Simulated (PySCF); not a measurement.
**C2H6GaN (SMILES CC#[N+][GaH3-]) at 6 levels**

Wanted: a comparison of 6 runs (HF/3-21G, HF/6-31G*, HF/def2-SVP, B3LYP/6-31G*, PBE0/def2-SVP, TPSS/def2-SVP) of C2H6GaN. The job is set up through a Python script.

The calculation is run with PySCF 2.14.0.

## (1) The molecule

C2H6GaN: 10 atoms, total charge 0, spin state singlet. As SMILES, `CC#[N+][GaH3-]`. The coordinates come from a PBE0-D4/def2-TZVP relaxation.

Bond lengths: C1–C2 1.443 Å, C2–N3 1.144 Å, N3–Ga4 2.141 Å, C1–H5 1.091 Å, C1–H6 1.091 Å, C1–H7 1.091 Å, Ga4–H8 1.578 Å, Ga4–H9 1.578 Å, Ga4–H10 1.578 Å. Some angles: C1–C2–N3 180.0°, C2–N3–Ga4 179.9°, C2–C1–H5 109.7°, C2–C1–H6 109.7°, C2–C1–H7 109.7°, N3–Ga4–H8 97.6°, N3–Ga4–H9 97.6°, N3–Ga4–H10 97.6°, H5–C1–H6 109.2°, H5–C1–H7 109.2°.

## (2) Energy and forces at HF/3-21G (run 1)

run.py

```python
import pyscf.grad
from pyscf import gto, scf

mol = gto.M(
    atom='''
C     -1.048900     1.001500    -1.707200
C     -0.371200     0.353900    -0.609500
N      0.166100    -0.159000     0.260100
Ga     1.176400    -1.116800     1.886200
H     -2.001700     1.407400    -1.364000
H     -0.431100     1.813400    -2.093800
H     -1.232500     0.279400    -2.504200
H      0.829300    -2.606700     1.500600
H      0.369300    -0.441600     3.061600
H      2.627600    -0.582700     1.573000
''',
    max_memory=1860,
    spin=0,
    basis='3-21g',
    verbose=4,
)

calc0 = scf.RHF(mol)
calc0.conv_tol = 1e-10
calc0.kernel()
if not calc0.converged:
    calc0 = calc0.newton().run(calc0.mo_coeff, calc0.mo_occ)

etot = calc0.e_tot
print('E = %.10f Eh' % etot)
grad = calc0.Gradients().kernel()
dip = calc0.dip_moment()
pop, q = calc0.mulliken_pop()
```

The run is started by

```
$ OMP_NUM_THREADS=1 python run.py
```

The program printed:

```text
PySCF version 2.14.0

[... 64 lines left out ...]
converged SCF energy = -2046.75866759647
[... 12 lines left out ...]
Dipole moment(X, Y, Z, Debye): -3.80390,  3.62026, -6.14141
[... 72 lines left out ...]
charge of    9H =     -0.25975
```

It took 2.3 s on 1 thread of Arm Neoverse V1, shared host; peak memory 0.13 GiB.

## (3) Energy and forces at HF/6-31G(d) (spherical functions) (run 2)

run.py

```python
from pyscf import gto

mol = gto.M(
    atom='''
C     -1.048900     1.001500    -1.707200
C     -0.371200     0.353900    -0.609500
N      0.166100    -0.159000     0.260100
Ga     1.176400    -1.116800     1.886200
H     -2.001700     1.407400    -1.364000
H     -0.431100     1.813400    -2.093800
H     -1.232500     0.279400    -2.504200
H      0.829300    -2.606700     1.500600
H      0.369300    -0.441600     3.061600
H      2.627600    -0.582700     1.573000
''',
    verbose=4,
    basis='6-31g*',
    max_memory=1860,
)

hf = mol.RHF()
hf.conv_tol = 1e-10
hf.kernel()
if not hf.converged:
    hf = hf.newton().run(hf.mo_coeff, hf.mo_occ)

e_tot = hf.e_tot
print('E = %.10f Eh' % e_tot)
grad = hf.nuc_grad_method().kernel()
dip = hf.dip_moment()
pop, q = hf.mulliken_pop()
```

The run is started by

```
$ OMP_NUM_THREADS=1 python run.py
```

The program printed:

```text
PySCF version 2.14.0

[... 64 lines left out ...]
converged SCF energy = -2056.61587737358
[... 12 lines left out ...]
Dipole moment(X, Y, Z, Debye): -3.72110,  3.54157, -6.00788
[... 97 lines left out ...]
charge of    9H =     -0.08934
```

Wall time 11 s (1 thread of Arm Neoverse V1, shared host); peak memory 0.17 GiB.

Runs 3 to 5 aren't shown in full; the table further down has their settings and results.

## (4) Energy and forces at TPSS/def2-SVP (run 6)

run.py

```python
# CC#[N+][GaH3-]
import pyscf.grad
from pyscf import gto, dft

mol = gto.M(
    atom='''
C     -1.048900     1.001500    -1.707200
C     -0.371200     0.353900    -0.609500
N      0.166100    -0.159000     0.260100
Ga     1.176400    -1.116800     1.886200
H     -2.001700     1.407400    -1.364000
H     -0.431100     1.813400    -2.093800
H     -1.232500     0.279400    -2.504200
H      0.829300    -2.606700     1.500600
H      0.369300    -0.441600     3.061600
H      2.627600    -0.582700     1.573000
''',
    max_memory=1860,
    verbose=3,
    basis='def2-svp',
)

mf = dft.RKS(mol, xc='tpss')
mf.conv_tol = 1e-10
mf.grids.level = 5
mf.kernel()
if not mf.converged:
    mf = mf.newton().run(mf.mo_coeff, mf.mo_occ)

energy = mf.e_tot
print('Final energy', energy)
grad = mf.Gradients().kernel()
dip = mf.dip_moment()
pop, q = mf.mulliken_pop()
```

The run is started by

```
$ OMP_NUM_THREADS=1 python run.py
```

The program printed:

```text
converged SCF energy = -2059.07814321458
Final energy -2059.078143214578
[... 8 lines left out ...]
Dipole moment(X, Y, Z, Debye): -3.51933,  3.34969, -5.68236
[... 115 lines left out ...]
charge of    9H =     -0.14436
```

Run time: 82 s. Hardware: 1 thread of Arm Neoverse V1, shared host; peak memory 1 GiB.

## (5) All runs side by side

| run | level | Cartesian functions | integration grid | energy (Eh) | dipole moment (D) | HOMO energy (eV) | LUMO energy (eV) | wall time |
| --- | --- | --- | --- | --- | --- | --- | --- | --- |
| 1 | HF/3-21G | no | – | -2046.758668 | 8.08 | -10.09 | 3.76 | 2.3 s |
| 2 | HF/6-31G* (spherical functions) | no | – | -2056.615877 | 7.90 | -10.23 | 3.29 | 11 s |
| 3 | HF/def2-SVP | no | – | -2056.559089 | 8.02 | -10.24 | 3.49 | 9.3 s |
| 4 | B3LYP/6-31G* (Cartesian functions) | yes | 5 | -2059.174817 | 7.50 | -7.06 | -0.41 | 41 s |
| 5 | PBE0/def2-SVP | no | 5 | -2058.631588 | 7.60 | -7.24 | -0.34 | 48 s |
| 6 | TPSS/def2-SVP | no | 5 | -2059.078143 | 7.48 | -6.24 | -1.28 | 82 s |

## (6) Outcome

| quantity | value |
| --- | --- |
| run 6: total energy | -2059.07814 Eh |
| run 6: dipole moment | 7.48 D |
| run 6: HOMO energy | -6.24 eV |
| run 6: LUMO energy | -1.28 eV |
| run 6: HOMO–LUMO gap | 4.96 eV |
| run 6: largest force on an atom | 2.381 eV/Å |

The dipole moment (its size) runs from 7.48 D (TPSS/def2-SVP) to 8.08 D (HF/3-21G). The two ends differ in method and basis. The HOMO–LUMO gap runs from 4.96 eV (TPSS/def2-SVP) to 13.85 eV (HF/3-21G). Totals of different functionals can't be ranked against each other. All runs together took 3.2 min, the longest 82 s.
